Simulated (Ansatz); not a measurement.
Working through a ladder of methods at one geometry of C₂H₄INO, SMILES NC(I)=CO

With the Python package of Ansatz (0.2.0).

Run as a notebook:

In [1]:
```python
from pathlib import Path
import warnings

import ansatz as az
from ase import Atoms
import numpy as np
```

In [2]:
```python
warnings.simplefilter("ignore", az.DeckWarning)
```

In [3]:
```python
atoms = Atoms(["N", "C", "I", "C", "O", "H", "H", "H", "H"], positions=[
    (0.8833, 0.8986, -0.1701),
    (0.3895, -0.3669, -0.2054),
    (1.6211, -1.701, -1.1332),
    (-0.707, -0.7463, 0.3013),
    (-1.6248, 0.0768, 0.9687),
    (0.0977, 1.597, -0.4784),
    (1.666, 1.0437, -0.7965),
    (-1.1373, -1.747, 0.2592),
    (-1.1, 0.899, 1.2374),
])
system = az.Crystal.molecule_from_ase(atoms)
```

In [4]:
```python
setup = (
    system.calculation()
    .basis(gaussian="def2-SVP")  # the orbital basis, by name
    .scf(lower_state_search="off")
)
```

In [5]:
```python
print("functional    E (Ha)        dipole (D)   HOMO (eV)  LUMO (eV)")
for name in ["hse06", "lda", "r2scan0", "pbe0", "hf", "r2scan"]:
    summary = setup.functional(name).forces().orbitals().run(threads=1, runs_dir="runs").report
    lines = Path(summary["orbitals_path"]).read_text().splitlines()
    field_of = lambda key: [line.split("=")[1].strip() for line in lines if line.startswith(key)]
    orbitals = [(27.211386 * float(e), s, float(n)) for e, s, n in zip(field_of("Ene="), field_of("Spin="), field_of("Occup="))]
    homo = max(e for e, _, n in orbitals if n > 0.5)
    lumo = min(e for e, _, n in orbitals if n < 0.5)
    dipole = 4.803205 * np.linalg.norm(summary["charge_distribution"]["dipole_moment_e_ang"])
    print(f"{name:10s} {summary['free_energy_ev'] / 27.211386246:14.6f} {dipole:9.3f} {homo:11.3f} {lumo:10.3f}")
```
```text
functional    E (Ha)        dipole (D)   HOMO (eV)  LUMO (eV)
hse06         -505.851510     2.141      -5.534     -0.955
lda           -503.972564     2.235      -4.779     -1.648
r2scan0       -506.027835     2.181      -6.118     -0.490
pbe0          -505.863165     2.140      -5.931     -0.572
hf            -503.800407     2.104      -8.709      3.037
r2scan        -506.082771     2.195      -4.940     -1.303
```

Caveats:
- The settings weren't tested for convergence.
- The geometry is a force-field or estimated start, not a minimum of this method, and the basis set is short of its limit. A lower total doesn't mark the better method: functionals have no common bound, and MP2 and coupled cluster aren't variational.
- def2 sets replace the cores of elements past krypton by effective core potentials.
- Levels such as HOMO and LUMO are orbital energies: with these approximate functionals they aren't the ionisation energy and electron affinity, and their gap isn't the fundamental gap.
- hse06 follows the composition of plane-wave codes, whose totals differ by tens of mHa, up to about 0.1 Ha, from the form usual in Gaussian-basis programs (wpbeh).
- Run time: 23 s on 1 thread of Arm Neoverse V2 (shared host), peak memory 0.27 GiB.
